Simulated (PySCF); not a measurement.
# BiF3H2O (Bi(F)3(H2O)): the cost of one run

Program: PySCF 2.14.0. Level of theory: PBE0, Bi def2-SVP with ECP60, F def2-SVP, O def2-SVP, H def2-SVP; scalar-relativistic core potentials, no spin–orbit coupling. These are calculated values, not measurements.

1 further run of the same task is left out (for a known fault of the program).

## 1. The starting structure

7 atoms, charge 0, spin multiplicity 1.

Bond lengths: Bi1–F2 1.961 Å, Bi1–F3 1.961 Å, Bi1–F4 1.961 Å, Bi1–O5 2.300 Å, O5–H6 0.970 Å, O5–H7 0.970 Å. Angles: F2–Bi1–F3 109.5°, F2–Bi1–F4 109.5°, F2–Bi1–O5 109.5°, F3–Bi1–F4 109.5°, F3–Bi1–O5 109.5°, F4–Bi1–O5 109.5°, Bi1–O5–H6 127.5°, Bi1–O5–H7 127.5°, H6–O5–H7 105.1°.

Geometry (Å):

```xyz
7
BiF3H2O
Bi    0.0000    0.0000    0.0000
F     1.1321    1.1321    1.1321
F    -1.1321   -1.1321    1.1321
F     1.1321   -1.1321   -1.1321
O    -1.3279    1.3279   -1.3279
H    -1.6685    2.2130   -1.1241
H    -1.6685    1.1241   -2.2130
```

Formal oxidation states: Bi +3.

## 2. SCF at the start, singlet

The input, run.py (the lines that set the calculation):

```python
mol = gto.M(atom='''
Bi     0.00000     0.00000     0.00000
F      1.13210     1.13210     1.13210
F     -1.13210    -1.13210     1.13210
F      1.13210    -1.13210    -1.13210
O     -1.32790     1.32790    -1.32790
H     -1.66850     2.21300    -1.12410
H     -1.66850     1.12410    -2.21300''',
    basis={'Bi': 'def2-SVP', 'F': 'def2-SVP', 'O': 'def2-SVP', 'H': 'def2-SVP'},
    ecp={'Bi': 'def2-SVP'},
    charge=0, spin=0)
mf = dft.RKS(mol, xc='PBE0')
mf.grids.atom_grid = (50, 194)
mf = mf.density_fit()  # fitting sets: Bi def2-universal-JKFIT, F def2-universal-JKFIT, O def2-universal-JKFIT, H def2-universal-JKFIT
mf.conv_tol = 1e-08; mf.max_cycle = 55
mf.kernel(dm0)  # dm0: free metal ions and neutral atoms
```

Started as:

```sh
$ OMP_NUM_THREADS=2 python run.py
```

What time and memory should one allow on 2 threads of Arm Neoverse V1, shared host?

About 1.8 s, with a peak of 0.45 GiB.
